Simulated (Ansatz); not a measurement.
A first try at an equation of state with a fit of NbRu₃C, space group Pm-3m, using the Python package of Ansatz (0.2.0).

`eos_nbru3c.py`:
```python
"""Equation of state of NbRu3C."""

import ansatz as az
import numpy as np
from pymatgen.analysis.eos import EOS

VECTORS = np.array([
    [4.06514, 0.0, 0.0],
    [0.0, 4.06514, 0.0],
    [0.0, 0.0, 4.06514],
])
SITES = [
    ("Nb", [0.0, 0.0, 0.0]),
    ("Ru", [0.0, 0.5, 0.5]),
    ("Ru", [0.5, 0.0, 0.5]),
    ("Ru", [0.5, 0.5, 0.0]),
    ("C", [0.5, 0.5, 0.5]),
]


def crystal_on(cell):
    crystal = az.Crystal(lattice=az.Lattice.of(cell))
    for symbol, position in SITES:
        crystal = crystal.atom(symbol, position)
    return crystal

# scale the volume, keep shape and fractions
volumes, energies, pressures = [], [], []
for scale in np.linspace(0.9, 1.1, 9):
    cell = VECTORS * scale ** (1 / 3)
    calc = crystal_on(cell).calculation()
    calc = calc.functional("pbe")
    calc = calc.pseudopotentials("paw")
    calc = calc.basis(60)
    calc = calc.occupations("Methfessel-Paxton", width=0.05)
    calc = calc.scf(tolerance=1e-09, max_iterations=50)
    calc = calc.kpoints(6, 6, 6)
    calc = calc.stress()
    data = calc.run().report
    volumes.append(abs(np.linalg.det(cell)) / len(SITES))
    energies.append(data["free_energy_ev"] / len(SITES))
    pressures.append(np.trace(data["stress_gpa"]) / 3)
    print(f"V = {volumes[-1]:8.4f} A^3/atom  F = {energies[-1]:.5f} eV/atom  P = {pressures[-1]:8.3f} GPa")

for form in ["pourier_tarantola"]:
    fit = EOS(eos_name=form).fit(volumes, energies)
    print(f"{form:18s} V0 {fit.v0:8.4f} A^3/atom  B0 {fit.b0_GPa:7.1f} GPa  B1 {fit.b1:5.2f}")
```

```console
$ python eos_nbru3c.py
DeckWarning: basis.ecutwfc = 60 eV is below the records' recommended 420 eV, and the density's cutoff is lower with it unless basis.ecutrho_ratio is high enough to keep the records' density cutoff: compare with a run at a higher cutoff
DeckWarning: output.stress: scf.convergence.dr2_threshold = 1e-9 eV is looser than the 5e-10 eV advised for a printed stress (1e-10 eV for each atom of the cell: 5). What an SCF threshold leaves in a stress goes as its square root, and in the free energy as the threshold itself, and one threshold admits the most on a small cell: of the crystals measured, under no hybrid functional and no lock of the moments, on runs that ended without the residual-converged pass, on stresses that held no estimate of that error, the worst erred by over 100 MPa in a component at 1e-7 eV an atom and by under 5 at 1e-10. Set scf.convergence.dr2_threshold to 5e-10 eV or tighter. The threshold is an SCF's pass mark: one that does not reach it within its budget of iterations ends unconverged, or closes short of it on a stop that the run arms, and scf.convergence.dr2_threshold's page says what that costs each kind of run
DeckWarning: basis.ecutrho_ratio 4 (ecutrho = 240 eV, dense FFT grid 10×10×10): the grid does not resolve the core-correction charge of C (measure 0.75 e/Å^2.5), Nb (0.64), Ru (0.63); warned from 0.08. The energy and each atom's force then go with where the atoms sit on the grid: on a 12-atom cubic HfO2 cell under PBE a rigid shift of all atoms moved the force on Hf by 0.18 eV/Å at 0.48, by 0.036 at 0.24 and by 0.007 at 0.11. If this deck is also warned that a cutoff or its ratio is below what is recommended, mend that before anything below. First try basis.xc_grid, which is 1 on this run (the dense grid itself), where it is not refused (2, then 3). Above 1 the core-correction charge is laid on the exchange–correlation grid, and this warning is never given, whether or not the level is enough: its absence clears nothing. Test the level that you keep as below, above all under a meta-GGA. That key's page has a check by the forces of two runs, which can only reject a level. A larger basis.ecutrho_ratio can raise measure and error alike: a --dry-run at basis.xc_grid: 1 prints this line at no cost. To test a result, follow "To test a result" on basis.ecutrho_ratio's page in the input [...]
Traceback (most recent call last):
  File "eos_nbru3c.py", line 39, in <module>
    data = calc.run().report
           ~~~~~~~~^^
  ...
ansatz.NonConvergedError: refused after 10 iterations: one_centre_occupation = 2.58e0 (threshold 2.00e0); read on the Ru atom at site 2 (counted from 0), in its partial waves of l = 1. The loop had accepted its state. The figure is how many electrons the atom's PAW partial-wave expansion lays in one spin orbital inside its sphere. Of a state that the partial waves describe, at an atom whose sphere does not reach far into another's, it is at most what a level can hold: about one, and more with the corrected tetrahedra; the threshold leaves room over one. Most likely the run has filled a ghost state, a level that the dataset's projectors bind and the atom lacks (a dataset that is sound under one functional can have one under another), or spheres, of atoms or of an atom and its images, overlap so deeply that the expansion counts electrons twice. The SCF's residuals do not see that, and the energy, the forces and the levels can be wrong by many eV: no result is given. To try: another dataset for the element (`hamiltonian.pseudopotentials`: `source: ansatz` if the run read another table, another `kind`, or another file under `azcp`); where atoms stand so close that spheres overlap [...]
```
(Warnings from the package without file and line, shortened; library frames cut from the traceback.)

What is wrong, and how is it mended?

The fault: the plane-wave cutoff is far below what the potentials need. The change:

```diff
--- before
+++ after
@@ -33,3 +33,3 @@
     calc = calc.pseudopotentials("paw")
-    calc = calc.basis(60)
+    calc = calc.basis(550)
     calc = calc.occupations("Methfessel-Paxton", width=0.05)
```

With that change:

`python eos_nbru3c.py` gives:
```text
DeckWarning: output.stress: scf.convergence.dr2_threshold = 1e-9 eV is looser than the 5e-10 eV advised for a printed stress (1e-10 eV for each atom of the cell: 5). What an SCF threshold leaves in a stress goes as its square root, and in the free energy as the threshold itself, and one threshold admits the most on a small cell: of the crystals measured, under no hybrid functional and no lock of the moments, on runs that ended without the residual-converged pass, on stresses that held no [...]
V =  12.0920 A^3/atom  F = -4487.78688 eV/atom  P =   32.571 GPa
V =  12.4279 A^3/atom  F = -4487.84345 eV/atom  P =   21.647 GPa
V =  12.7638 A^3/atom  F = -4487.87865 eV/atom  P =   12.150 GPa
V =  13.0997 A^3/atom  F = -4487.89526 eV/atom  P =    3.893 GPa
V =  13.4356 A^3/atom  F = -4487.89572 eV/atom  P =   -3.284 GPa
V =  13.7715 A^3/atom  F = -4487.88215 eV/atom  P =   -9.519 GPa
V =  14.1074 A^3/atom  F = -4487.85638 eV/atom  P =  -14.931 GPa
V =  14.4433 A^3/atom  F = -4487.82005 eV/atom  P =  -19.621 GPa
V =  14.7791 A^3/atom  F = -4487.77456 eV/atom  P =  -23.679 GPa
pourier_tarantola  V0  13.2763 A^3/atom  B0   283.3 GPa  B1  4.52
```
(Warnings from the package without file and line, shortened.)

Absolute energies stand on the zero of these potentials, so only differences at equal settings mean something. Spin is left out of this run. The mesh is modest for a metal, so energies can be off by several to tens of meV an atom and pressures by half a GPa or more; differences at equal mesh fare better. Pressure is positive in compression. This cell is a computed structure, which may not be the phase found in nature. It ran for 18 s on 1 thread of Intel(R) Xeon(R) 6975P-C (Granite Rapids) (shared host), peak memory 0.56 GiB.
